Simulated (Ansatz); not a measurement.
Geometry optimisation, Ansatz, DFT r2SCAN, scalar-relativistic, plane waves, PAW.

The input (input.yaml):

```yaml
accuracy: low
crystal:
  lattice:
    - [5.70406, 0.0, 0.0]
    - [-2.85203, 4.939861, 0.0]
    - [0.0, 0.0, 15.20114]
  atoms:
    - { symbol: W, position: [0.0, 0.0, 0.0657845] }
    - { symbol: C, position: [0.3333333, 0.1666667, 0.1579079] }
    - { symbol: W, position: [0.0, 0.0, 0.2500312] }
    - { symbol: C, position: [0.3333333, 0.1666667, 0.3421546] }
    - { symbol: W, position: [0.0, 0.5, 0.0657845] }
    - { symbol: C, position: [0.3333333, 0.6666667, 0.1579079] }
    - { symbol: W, position: [0.0, 0.5, 0.2500312] }
    - { symbol: C, position: [0.3333333, 0.6666667, 0.3421546] }
    - { symbol: W, position: [0.5, 0.0, 0.0657845] }
    - { symbol: C, position: [0.8333333, 0.1666667, 0.1579079] }
    - { symbol: W, position: [0.5, 0.0, 0.2500312] }
    - { symbol: C, position: [0.8333333, 0.1666667, 0.3421546] }
    - { symbol: W, position: [0.5, 0.5, 0.0657845] }
    - { symbol: C, position: [0.8333333, 0.6666667, 0.1579079] }
    - { symbol: W, position: [0.5, 0.5, 0.2500312] }
    - { symbol: C, position: [0.8333333, 0.6666667, 0.3421546] }
    - { symbol: B, position: [0.6497329, 0.3211069, 0.3789939] }
basis:
  ecutwfc: 500.0
kpoints:
  mp_grid: { grid: [2, 2, 1] }
hamiltonian:
  xc: r2scan
  pseudopotentials: { kind: paw, azcp: { folder: soft_1 } }
scf:
  occupations: { method: fermi_dirac, width: 0.05 }
  lower_state_search: "off"
relax:
  f_tol: 0.08
  max_steps: 25
  adjacent_minimum: "off"
  constraints: [{ sites: [0, 4, 8, 12] }]
```

Launched with:

```bash
$ ansatz run input.yaml --threads 2 --pin off --max-ram 5120MiB --backend cpu --events-out ev --progress --plain --runs-dir out
```

Where does it end, and by what steps?

The run converged. Limits of this set-up: coarse k mesh, thin slab, slab without dipole correction, odd electron count without spin, low accuracy level. After 5 steps the energy has fallen by 2.551 eV; B17 moved furthest, 0.27 Å.

```tsv
step	energy less start (eV)	largest force component (eV/Å)	accepted
0	0.0000	5.483	yes
1	-2.2470	1.565	yes
2	-2.5046	0.393	yes
3	-2.5450	0.262	yes
4	-2.5500	0.081	yes
5	-2.5510	0.010	yes
```

```xyz
17
Lattice="5.7041 0.0000 0.0000 -2.8520 4.9399 0.0000 0.0000 0.0000 15.2011" Properties=species:S:1:pos:R:3
W 0.000 0.000 1.000
C 1.407 0.813 2.334
W -0.001 0.001 3.975
C 1.505 0.868 5.150
W -1.426 2.470 1.000
C 0.000 3.293 2.279
W -1.403 2.484 3.831
C -0.001 3.295 4.967
W 2.852 0.000 1.000
C 4.297 0.813 2.334
W 2.852 -0.026 3.830
C 4.199 0.869 5.152
W 1.426 2.470 1.000
C 2.852 3.315 2.334
W 1.402 2.484 3.832
C 2.853 3.203 5.150
B 2.852 1.647 5.505
```

Time of the run: 110 s on 2 threads of Arm Neoverse V2 (shared host), peak memory 1.3 GiB.
